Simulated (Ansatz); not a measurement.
# LaNi2Ge2: the cost of one run

Method: DFT PBEsol, scalar-relativistic, plane waves, PAW, in Ansatz 0.2.0.

## 1. The system as given

The structure is tetragonal, space group I4/mmm (No. 139). Conventional cell: a = 4.186 Å, b = 4.186 Å, c = 9.904 Å, α = 90.00°, β = 90.00°, γ = 90.00°. La (site symmetry 4/mmm) has 10 Ge at 3.24 to 3.64 Å and 8 Ni at 3.24 Å as nearest neighbours. Around Ni (site symmetry -4m2) lie 4 Ge at 2.40 Å. Ge (site symmetry 4mm) is surrounded by 4 Ni at 2.40 Å and 1 Ge at 2.61 Å.

As a file:

```cif
data_structure
_symmetry_space_group_name_H-M 'I4/mmm'
_symmetry_Int_Tables_number 139
_cell_length_a 4.1860
_cell_length_b 4.1860
_cell_length_c 9.9040
_cell_angle_alpha 90.000
_cell_angle_beta 90.000
_cell_angle_gamma 90.000
_cell_volume 173.54
loop_
_atom_site_label
_atom_site_type_symbol
_atom_site_symmetry_multiplicity
_atom_site_Wyckoff_symbol
_atom_site_fract_x
_atom_site_fract_y
_atom_site_fract_z
_atom_site_occupancy
La1 La 2 a 0.00000 0.00000 0.00000 1
Ni1 Ni 4 d 0.00000 0.50000 0.25000 1
Ge1 Ge 4 e 0.00000 0.00000 0.36800 1
```

## 2. Relaxing cell and atoms: LaNi2Ge2, no spin

input.yaml reads:

```yaml
crystal:
  lattice:
    - [-2.093, 2.093, 4.952]
    - [2.093, -2.093, 4.952]
    - [2.093, 2.093, -4.952]
  atoms:
    - { symbol: La, position: [0.0, 0.0, 0.0] }
    - { symbol: Ni, position: [0.75, 0.25, 0.5] }
    - { symbol: Ni, position: [0.25, 0.75, 0.5] }
    - { symbol: Ge, position: [0.368, 0.368, 0.0] }
    - { symbol: Ge, position: [0.632, 0.632, 0.0] }
scf:
  occupations: { method: gaussian, width: 0.05 }
output:
  forces: true
  stress: true
  eigenvalues: true
  dos: { method: tetrahedron, nscf_kmesh: { grid: [24, 24, 24] }, de: 0.02 }
  write_density: true
  write_potential: true
  elf: true
  volumetric_format: npy
kpoints:
  mp_grid: { grid: [16, 16, 16] }
hamiltonian:
  xc: pbesol
relax:
  f_tol: 0.005
  max_steps: 60
  cell: { stress_tol: 0.03 }
```

Run with:

```bash
$ ansatz run input.yaml --threads 4 --pin off --max-ram 8192MiB --backend cpu --events-out ev --progress --plain --runs-dir out
```

Q: Estimate wall time and peak memory on 4 threads of Arm Neoverse V1, shared host.

About 3.2 min, with a peak of 2.4 GiB.
